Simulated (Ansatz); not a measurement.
# MoS2: the cost of one run

Program: the Python package of Ansatz 0.2.0. Level of theory: DFT r2SCAN, plane waves, PAW. These are calculated values, not measurements.

**1. The system**

Symmetry: P-6m2, No. 187, hexagonal system. Conventional cell: a = 3.184 Å, b = 3.184 Å, c = 17.335 Å, α = 90.00°, β = 90.00°, γ = 120.00°. Around Mo (site symmetry -6m2) lie 6 S at 2.41 Å. Around S (site symmetry 3m) lie 3 Mo at 2.41 Å.

Input file mos2.vasp:

```text
MoS2
1.0
   3.18412608    0.00000000    0.00000000
  -1.59206304    2.75753408    0.00000000
   0.00000000    0.00000000   17.33459995
Mo S
1 2
Direct
   0.00000000    0.00000000    0.00000000
   0.33333333    0.66666667    0.08949298
   0.33333333    0.66666667    0.91050702
```

**2. The code**

The input, slab_mos2.py:

```python
"""Slab calculation for MoS2."""

import warnings

import ansatz as az
from ase.build import surface
from ase.io import read
import numpy as np

FILLING = "fermi_dirac"


def main() -> None:
    warnings.simplefilter("ignore", az.DeckWarning)

    atoms = read("mos2.vasp", format="vasp")
    # the plane is named in the basis of this cell
    slab = surface(atoms, (0, 0, 1), 2, vacuum=6.0)
    slab.pbc = True

    print(slab.get_chemical_formula(), "area {:.3f} A^2, cell height {:.2f} A".format(np.linalg.norm(np.cross(slab.cell[0], slab.cell[1])), slab.cell[2, 2]))


    def prepared(structure):
        return (
            az.Crystal.from_ase(structure).calculation()
            .occupations(FILLING)
            .basis(37 * az.Ry)
            .functional(az.Functional.R2SCAN)
        )


    model = (
        prepared(slab)
        .kpoints(6, 6, 1)
        .electric_field(axis=3, dipole_correction=True)
        .relax(force_tolerance=0.03, max_steps=30)
    )
    result = model.run(threads=1, pin="off")
    summary = result.report

    print(f"slab free energy {summary['free_energy_ev']:.4f} eV, Fermi level {summary['fermi_energy_ev']:.3f} eV")
    for key, value in summary["work_function"].items():
        if isinstance(value, float):
            print(f"{key:34s} {value:12.5f}")

    # surface energy from the bulk energy at the same settings
    bulk = prepared(atoms).kpoints(8, 8, 2).run(threads=1, pin="off").report
    excess = summary["free_energy_ev"] - bulk["free_energy_ev"] * len(slab) / len(atoms)
    area = np.linalg.norm(np.cross(slab.cell[0], slab.cell[1]))
    print(f"mean surface energy {excess / (2 * area) * 16.02177:.3f} J/m^2 ({1000 * excess / (2 * area):.1f} meV/A^2)")

    print("atom   z before  z after (A)")
    for atom, site in zip(slab, result.lattice.sites):
        print(f"{atom.symbol:3s} {atom.z:9.3f} {site.position_ang[2]:9.3f}")


if __name__ == "__main__":
    main()
```

**3. The run**

Launch:

```console
$ python slab_mos2.py
```

What time and memory should one allow on 1 thread of Arm Neoverse V2, shared host?

About 6.2 min, with a peak of 1.5 GiB.
